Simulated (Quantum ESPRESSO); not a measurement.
# TaF3 (Pm-3m) in Quantum ESPRESSO: a series of runs, part 2 of 2

Quantum ESPRESSO 7.5. The steps go on from the part before.

## Step 3: Phonons, PBE+D2

The input, pw.in:

```
&CONTROL
  calculation = 'scf'
  prefix = 'pwscf'
  outdir = './tmp'
  pseudo_dir = './pseudo'
  tprnfor = .true.
  tstress = .true.
  disk_io = 'low'
/
&SYSTEM
  ibrav = 0
  nat = 4
  ntyp = 2
  ecutwfc = 52
  ecutrho = 312
  nbnd = 25
  occupations = 'smearing'
  smearing = 'mv'
  degauss = 0.01469973
  vdw_corr = 'grimme-d2'
/
&ELECTRONS
  conv_thr = 8d-10
  electron_maxstep = 120
  mixing_beta = 0.5
/
ATOMIC_SPECIES
Ta   180.9479 Ta.GGA_PBE-JTH.UPF
F     18.9984 F.GGA_PBE-JTH.UPF
CELL_PARAMETERS angstrom
   3.9012005900    0.0000000000    0.0000000000
   0.0000000000    3.9012005900    0.0000000000
   0.0000000000    0.0000000000    3.9012005900
ATOMIC_POSITIONS angstrom
Ta     0.0000000000    0.0000000000    0.0000000000
F      1.9506002950    0.0000000000    0.0000000000
F      0.0000000000    1.9506002950    0.0000000000
F      0.0000000000    0.0000000000    1.9506002950
K_POINTS automatic
7 7 7 0 0 0
```

The input, relax.in:

```
&CONTROL
  calculation = 'vc-relax'
  prefix = 'pwscf'
  outdir = './tmp'
  pseudo_dir = './pseudo'
  tprnfor = .true.
  tstress = .true.
  disk_io = 'low'
  nstep = 40
  forc_conv_thr = 0.0001
  etot_conv_thr = 1d-06
/
&SYSTEM
  ibrav = 0
  nat = 4
  ntyp = 2
  ecutwfc = 52
  ecutrho = 312
  nbnd = 25
  occupations = 'smearing'
  smearing = 'mv'
  degauss = 0.01469973
  vdw_corr = 'grimme-d2'
/
&ELECTRONS
  conv_thr = 8d-10
  electron_maxstep = 120
  mixing_beta = 0.5
/
&IONS
  ion_dynamics = 'bfgs'
/
&CELL
  cell_dynamics = 'bfgs'
  press = 0
  press_conv_thr = 0.2
/
ATOMIC_SPECIES
Ta   180.9479 Ta.GGA_PBE-JTH.UPF
F     18.9984 F.GGA_PBE-JTH.UPF
CELL_PARAMETERS angstrom
   3.9012005900    0.0000000000    0.0000000000
   0.0000000000    3.9012005900    0.0000000000
   0.0000000000    0.0000000000    3.9012005900
ATOMIC_POSITIONS angstrom
Ta     0.0000000000    0.0000000000    0.0000000000
F      1.9506002950    0.0000000000    0.0000000000
F      0.0000000000    1.9506002950    0.0000000000
F      0.0000000000    0.0000000000    1.9506002950
K_POINTS automatic
7 7 7 0 0 0
```

The input, scf2.in:

```
&CONTROL
  calculation = 'scf'
  prefix = 'pwscf'
  outdir = './tmp'
  pseudo_dir = './pseudo'
  tprnfor = .true.
  tstress = .true.
  disk_io = 'low'
/
&SYSTEM
  ibrav = 0
  nat = 4
  ntyp = 2
  ecutwfc = 52
  ecutrho = 312
  nbnd = 25
  occupations = 'smearing'
  smearing = 'mv'
  degauss = 0.01469973
  vdw_corr = 'grimme-d2'
/
&ELECTRONS
  conv_thr = 1d-13
  electron_maxstep = 120
  mixing_beta = 0.5
  startingpot = 'file'
  startingwfc = 'file'
/
ATOMIC_SPECIES
Ta   180.9479 Ta.GGA_PBE-JTH.UPF
F     18.9984 F.GGA_PBE-JTH.UPF
CELL_PARAMETERS angstrom
   4.0695384063    0.0000000000    0.0000000000
   0.0000000000    4.0695384063    0.0000000000
   0.0000000000    0.0000000000    4.0695384063
ATOMIC_POSITIONS angstrom
Ta     0.0000000000    0.0000000000    0.0000000000
F      2.0347692031    0.0000000000    0.0000000000
F      0.0000000000    2.0347692031    0.0000000000
F      0.0000000000    0.0000000000    2.0347692031
K_POINTS automatic
7 7 7 0 0 0
```

The input, ph.in:

```
phonons of TaF3
&INPUTPH
  prefix = 'pwscf'
  outdir = './tmp'
  tr2_ph = 1d-18
  fildyn = 'dyn'
  niter_ph = 90
  alpha_mix(1) = 0.4
/
0.0000000000 0.0000000000 0.0000000000
```

The input, dynmat.in:

```
&INPUT
  fildyn = 'dyn'
  asr = 'crystal'
  filout = 'dynmat.disp'
  fileig = 'dynmat.eig'
/
```

Potentials or basis: JTH 2.0 PBE.

On the command line:

```
$ OMP_NUM_THREADS=1 mpirun -n 4 pw.x -nk 4 -in pw.in > pw.out
$ OMP_NUM_THREADS=1 mpirun -n 4 pw.x -nk 4 -in relax.in > relax.out
$ OMP_NUM_THREADS=1 mpirun -n 4 pw.x -nk 4 -in scf2.in > scf2.out
$ OMP_NUM_THREADS=1 mpirun -n 4 ph.x -nk 4 -in ph.in > ph.out
$ OMP_NUM_THREADS=1 mpirun -n 1 dynmat.x -in dynmat.in > dynmat.out
```

pw.out:

```text
This program is part of the open-source Quantum ESPRESSO suite
     for quantum simulation of materials; please cite
         "P. Giannozzi et al., J. Phys.:Condens. Matter 21 395502 (2009);
         "P. Giannozzi et al., J. Phys.:Condens. Matter 29 465901 (2017);
         "P. Giannozzi et al., J. Chem. Phys. 152 154105 (2020);
     in publications or presentations arising from this work. More details at

     file Ta.GGA_PBE-JTH.UPF: wavefunction(s)  5S 6S 5P 6P 5D 0D renormalized
     file F.GGA_PBE-JTH.UPF: wavefunction(s)  0S 2P 0P renormalized
     Message from routine setup:
     using ibrav=0 with symmetry is DISCOURAGED, use correct ibrav instead

     K-points division:     npool     =       4
     Subspace diagonalization in iterative solution of the eigenvalue problem:
     a serial algorithm will be used

     G-vector sticks info
     --------------------
     sticks:   dense  smooth     PW     G-vecs:    dense   smooth      PW
     Sum        1353     885    261                37385    20341    3239

     Using Slab Decomposition

     bravais-lattice index     =            0
     lattice parameter (alat)  =       7.3722  a.u.
     unit-cell volume          =     400.6743 (a.u.)^3
     number of atoms/cell      =            4
     number of atomic types    =            2
     number of electrons       =        34.00
     number of Kohn-Sham states=           25
     kinetic-energy cutoff     =      52.0000  Ry
     charge density cutoff     =     312.0000  Ry
     scf convergence threshold =      8.0E-10
     mixing beta               =       0.5000
     number of iterations used =            8  plain     mixing
     Exchange-correlation= SLA PW PBX PBC
                           (   1   4   3   4   0   0   0)

     celldm(1)=   7.372201  celldm(2)=   0.000000  celldm(3)=   0.000000
     celldm(4)=   0.000000  celldm(5)=   0.000000  celldm(6)=   0.000000

     crystal axes: (cart. coord. in units of alat)
               a(1) = (   1.000000   0.000000   0.000000 )
               a(2) = (   0.000000   1.000000   0.000000 )
               a(3) = (   0.000000   0.000000   1.000000 )

     reciprocal axes: (cart. coord. in units 2 pi/alat)
               b(1) = (  1.000000  0.000000  0.000000 )
[... 41 lines left out ...]
         4        F      tau(   4) = (   0.0000000   0.0000000   0.5000000  )

     -------------------------------------------------
     Parameters for Dispersion (Grimme-D2) Correction:
     -------------------------------------------------
       atom      VdW radius       C_6

        Ta         3.349       2818.308
        F          2.432         26.018

     number of k points=    20  Marzari-Vanderbilt smearing, width (Ry)=  0.0147
                       cart. coord. in units 2pi/alat
        k(    1) = (   0.0000000   0.0000000   0.0000000), wk =   0.0058309
        k(    2) = (   0.0000000   0.0000000   0.1428571), wk =   0.0349854
        k(    3) = (   0.0000000   0.0000000   0.2857143), wk =   0.0349854
        k(    4) = (   0.0000000   0.0000000   0.4285714), wk =   0.0349854
        k(    5) = (   0.0000000   0.1428571   0.1428571), wk =   0.0699708
        k(    6) = (   0.0000000   0.1428571   0.2857143), wk =   0.1399417
[... 12 lines left out ...]
        k(   19) = (   0.2857143   0.4285714   0.4285714), wk =   0.1399417
        k(   20) = (   0.4285714   0.4285714   0.4285714), wk =   0.0466472

     Dense  grid:    37385 G-vectors     FFT dimensions: (  45,  45,  45)

     Smooth grid:    20341 G-vectors     FFT dimensions: (  36,  36,  36)

     Check: negative core charge=   -0.000005

     Initial potential from superposition of free atoms

     starting charge      33.9992, renormalised to      34.0000
     Starting wfcs are   42 randomized atomic wfcs
     Checking if some PAW data can be deallocated...

     Self-consistent Calculation

     iteration #  1     ecut=    52.00 Ry     beta= 0.50
     Davidson diagonalization with overlap
     ethr =  1.00E-02,  avg # of iterations =  3.4

     total energy              =    -905.37418497 Ry
     estimated scf accuracy    <       0.34420283 Ry
[... 43 lines left out ...]
     iteration #  8     ecut=    52.00 Ry     beta= 0.50
     Davidson diagonalization with overlap
     ethr =  8.08E-11,  avg # of iterations =  1.9

     End of self-consistent calculation

          k = 0.0000 0.0000 0.0000 (  2517 PWs)   bands (ev):

   -60.1095 -26.9339 -26.9339 -26.9339 -18.9515 -18.6461 -18.6461  -0.0355
    -0.0355  -0.0355   0.8824   0.8824   0.8824   0.9163   0.9163   0.9163
     8.8971   8.8971   8.8971   9.6338  12.7495  12.7495  18.7639  18.7640
    19.5551
[... 129 lines left out ...]
   -60.1042 -27.2826 -27.2822 -27.2822 -17.5891 -17.5724 -17.5724  -2.3841
    -2.3841  -2.3422  -1.1519  -1.1324  -1.1324   1.5008   1.5008   1.5181
    11.7301  11.7749  11.7749  13.9191  16.4954  17.1040  17.1040  17.6436
    17.6436

     the Fermi energy is    10.1426 ev

!    total energy              =    -905.49121023 Ry
     total all-electron energy =      -905.491210 Ry
     estimated scf accuracy    <          4.3E-10 Ry
     smearing contrib. (-TS)   =      -0.00141565 Ry
     internal energy E=F+TS    =    -905.48979459 Ry

     The total energy is F=E-TS. E is the sum of the following terms:
     one-electron contribution =    -155.47524770 Ry
     hartree contribution      =      95.85110956 Ry
     xc contribution           =     -55.40324983 Ry
     ewald contribution        =    -151.95277802 Ry
     Dispersion Correction     =      -0.08539092 Ry
     one-center paw contrib.   =    -638.42423767 Ry

     convergence has been achieved in   8 iterations

     Forces acting on atoms (cartesian axes, Ry/au):

     atom    1 type  1   force =     0.00000000    0.00000000    0.00000000
     atom    2 type  2   force =     0.00000000    0.00000000    0.00000000
     atom    3 type  2   force =     0.00000000    0.00000000    0.00000000
     atom    4 type  2   force =     0.00000000    0.00000000    0.00000000

     Total force =     0.000000     Total SCF correction =     0.000000

     Computing stress (Cartesian axis) and pressure

          total   stress  (Ry/bohr**3)                   (kbar)     P=      194.80
   0.00132424   0.00000000   0.00000000          194.80        0.00        0.00
   0.00000000   0.00132424   0.00000000            0.00      194.80        0.00
   0.00000000   0.00000000   0.00132424            0.00        0.00      194.80

=------------------------------------------------------------------------------=
   JOB DONE.
=------------------------------------------------------------------------------=
```

It took 14 min on 4 MPI ranks of Intel Xeon at 2.50GHz (Skylake/Cascade Lake), shared host; peak memory 0.72 GiB.

What came out:

```yaml
Free_energy: -12320.2925 eV
Relaxed_volume: 16.85 Å³/atom
Relaxed_cell: a = 4.070 Å, b = 4.070 Å, c = 4.070 Å, α = 90.00°, β = 90.00°, γ = 90.00°
Space_group_after_relaxing_to_0.05_Å: Pm-3m (No. 221)
Pressure_after_relaxing: -0.3 GPa
Band_gap_on_the_k_mesh: none (metal or under the smearing width)
Highest_phonon_frequency_at_Γ: 570 cm⁻¹
Most_unstable_mode: 27i cm⁻¹
```

The path:
```csv
step,energy change (eV),largest force (eV/Å),pressure (GPa),volume (Å³)
1,0.0000,0.0000,19.48,59.37
2,-0.4105,0.0000,3.53,65.47
3,-0.4303,0.0000,0.70,66.99
4,-0.4312,0.0000,0.04,67.38
5,-0.4312,0.0000,0.00,67.40
```

Final structure:
```cif
data_structure
_symmetry_space_group_name_H-M 'P 1'
_symmetry_Int_Tables_number 1
_cell_length_a 4.0695
_cell_length_b 4.0695
_cell_length_c 4.0695
_cell_angle_alpha 90.000
_cell_angle_beta 90.000
_cell_angle_gamma 90.000
_cell_volume 67.40
loop_
_atom_site_label
_atom_site_type_symbol
_atom_site_fract_x
_atom_site_fract_y
_atom_site_fract_z
_atom_site_occupancy
Ta1 Ta 0.00000 0.00000 0.00000 1
F1 F 0.50000 0.00000 0.00000 1
F2 F 0.00000 0.50000 0.00000 1
F3 F 0.00000 0.00000 0.50000 1
```

Phonon frequencies in cm⁻¹ (negative: imaginary):
```tsv
q point	frequencies
(0.000, 0.000, 0.000)	-27 -27 -27 227 227 227 257 257 257 570 570 570
```

Optical modes at Γ, degenerate ones joined:
| cm⁻¹ | components | symmetry | active in |
| --- | --- | --- | --- |
| 227 | 3 | T2u | silent |
| 256 | 3 | T1u | IR |
| 570 | 3 | T1u | IR |

Caveat: the mesh is thin for the phonons of a metal; before the sum rule the acoustic modes lie tens of cm⁻¹ from zero, a sign that the density grid also shifts the optical modes; pairwise dispersion overbinds metals, which lowers pressure and volume.
